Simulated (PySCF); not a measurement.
**C₅H₈BrNSi: electronic excitations**

Aim: predict the electronic excitations of C₅H₈BrNSi (`C=C(Br)[Si@@H]1C=CCN1`).

The runs use PySCF 2.14.0, with density-fitted response routines of our own; the level of theory stands in each step. All values are computed, except where a source is named. Atoms are numbered from 0 throughout.

## Step 1: Starting geometry

16 atoms, charge 0, multiplicity 1; geometry from: GFN2-xTB.

Bonds of the start (Å): C0–C1 1.32, C1–Br2 1.92, C1–Si3 1.89, Si3–C4 1.87, C4–C5 1.33, C5–C6 1.49, C6–N7 1.44, N7–Si3 1.71, C0–H8 1.08, C0–H9 1.08, Si3–H10 1.47, C4–H11 1.08, C5–H12 1.08, C6–H13 1.10, C6–H14 1.10, N7–H15 1.00.

## Step 2: Excited states and response: PBE0/def2-SVPD

The job: settings as JSON, then the geometry in Å.

```
{"job": {"kind": "uv", "xc": "PBE0", "basis": "def2-SVPD", "nstates": 8, "ntriplets": 3}, "charge": 0, "multiplicity": 1}
C      2.579781     0.475163    -0.452380
C      2.045038    -0.463464     0.306553
Br     3.118103    -1.965459     0.829791
Si     0.276820    -0.551569     0.973338
C     -1.012009    -1.307100    -0.156823
C     -1.968457    -0.416169    -0.382451
C     -1.800464     0.931102     0.239853
N     -0.477641     0.980408     0.815624
H      1.978346     1.318835    -0.747259
H      3.600016     0.454454    -0.802154
H      0.337258    -1.156262     2.312882
H     -1.042209    -2.306199    -0.555262
H     -2.853310    -0.588640    -0.977677
H     -2.582564     1.083182     0.998711
H     -1.919185     1.721773    -0.513008
H     -0.287121     1.798888     1.366336
```

With the program's defaults for keys left out, this is: TDDFT PBE0/def2-SVPD, vertical, gas phase, core orbitals frozen in the response.

Command:

```sh
> OMP_NUM_THREADS=1 python probes_run.py task.json out
```

One launch serves the whole session: the jobs run in the order shown.

Predict these results of the whole session: lowest singlet (PBE0/def2-SVPD); brightest single state of those computed; lowest triplet.

**Answer**, as computed:

| quantity | value |
| --- | --- |
| lowest singlet (PBE0/def2-SVPD) | 5.06 eV (245 nm), f = 0.003 |
| brightest single state of those computed | state 4, 5.80 eV, f = 0.083 |
| lowest triplet | 3.91 eV |

In words: The first singlet state (HOMO→LUMO 0.98) lies at 5.06 eV and is weak; of the 8 states computed, the strongest absorption comes from state 4 at 5.80 eV. The lowest triplet lies 1.15 eV below the lowest singlet (triplets in Tamm-Dancoff, singlets in full TDDFT).
